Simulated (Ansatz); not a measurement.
# HfRu: the cost of one run

Computed with Ansatz 0.2.0, driven from Python. Level of theory: DFT r2SCAN, plane waves, PAW.

## (1) Starting point

HfRu Pm-3m: It takes space group Pm-3m (No. 221, cubic). The conventional cell has a = 3.230 Å, b = 3.230 Å, c = 3.230 Å, α = 90.00°, β = 90.00°, γ = 90.00°. Around Hf (site symmetry m-3m) lie 8 Ru at 2.80 Å. Ru (site symmetry m-3m) is surrounded by 8 Hf at 2.80 Å.

HfRu Fm-3m: Symmetry: Fm-3m, No. 225, cubic system. The conventional cell has a = 5.260 Å, b = 5.260 Å, c = 5.260 Å, α = 90.00°, β = 90.00°, γ = 90.00°. Hf (site symmetry m-3m) is surrounded by 6 Ru at 2.63 Å. Ru (site symmetry m-3m) has 6 Hf at 2.63 Å as nearest neighbours.

No structure file is read: the coordinates are typed or built in the script.

## (2) Script

The input, transition.py:

```python
"""Pressure at which two phases of HfRu cross."""

import warnings

import ansatz as az
import numpy as np


def cscl(first, second, a):
    return (
        az.Lattice.cubic(a)
        .space_group(221)
        .atom(first, (0, 0, 0))
        .atom(second, (0.5, 0.5, 0.5))
    )


def rocksalt(a_site, b_site, a):
    return az.Crystal.rocksalt(a_site, b_site, a=a)


def run_phase(name, crystal, pressure=0.0):
    calc = crystal.calculation()
    calc = calc.functional("r2scan")
    calc = calc.basis(620)
    calc = calc.kpoints(spacing=0.3)
    calc = calc.occupations("cold", width=0.05)
    calc = calc.relax(force_tolerance=0.01, cell=True, pressure=pressure)
    return calc.run(threads=1)


def volume_per_atom(outcome):
    return abs(np.linalg.det(outcome.lattice.cell_ang)) / len(outcome.lattice.sites)

warnings.simplefilter("ignore", az.DeckWarning)

phases = {}
phases["CsCl"] = cscl("Hf", "Ru", 3.23)
phases["rocksalt"] = rocksalt("Hf", "Ru", 5.26)

# enthalpy per atom at each pressure
pressures = [0, 20, 40, 60]
enthalpy, volume = {name: [] for name in phases}, {name: [] for name in phases}
for p in pressures:
    for name, crystal in phases.items():
        o = run_phase(name, crystal, pressure=p)
        volume[name].append(volume_per_atom(o))
        enthalpy[name].append(o.report["energy_sigma0_ev"] / len(o.lattice.sites) + p * volume[name][-1] / 160.21766)
gap = np.array(enthalpy["rocksalt"]) - np.array(enthalpy["CsCl"])
rows = [(p, va, vb, 1000 * d) for p, va, vb, d in zip(pressures, volume["CsCl"], volume["rocksalt"], gap)]
print("   P (GPa)  V CsCl (A^3/atom)  V rocksalt (A^3/atom)  H(rocksalt) - H(CsCl) (meV/atom)")
for row in rows:
    print(f"{row[0]:10d}  {row[1]:17.3f}  {row[2]:21.3f}  {row[3]:+32.1f}")
crossings = [p0 - g0 * (p1 - p0) / (g1 - g0) for p0, p1, g0, g1 in zip(pressures, pressures[1:], gap, gap[1:]) if g0 * g1 < 0]
print("crossing near", [round(float(p), 1) for p in crossings], "GPa") if crossings else print("no crossing in this range")
```

## (3) The input behind the calls

The package turns the script's settings into the engine's input (first run):

```yaml
crystal:
  lattice:
    bravais: cubic
    a: 3.23
  space_group: 221
  atoms:
    - { symbol: Hf, position: [0.0, 0.0, 0.0] }
    - { symbol: Ru, position: [0.5, 0.5, 0.5] }
basis:
  ecutwfc: 620.0
kpoints:
  mp_grid:
    kspacing: 0.3
hamiltonian:
  xc: r2scan
scf:
  occupations:
    method: cold
    width: 0.05
relax:
  f_tol: 0.01
  cell:
    p_target: 0.0
```

## (4) Launch

On the command line:

```
python transition.py
```

**Question.** How long does this script take on 1 thread of Arm Neoverse V2, shared host, and how much memory does it need?

About 2.1 min, with a peak of 0.58 GiB.
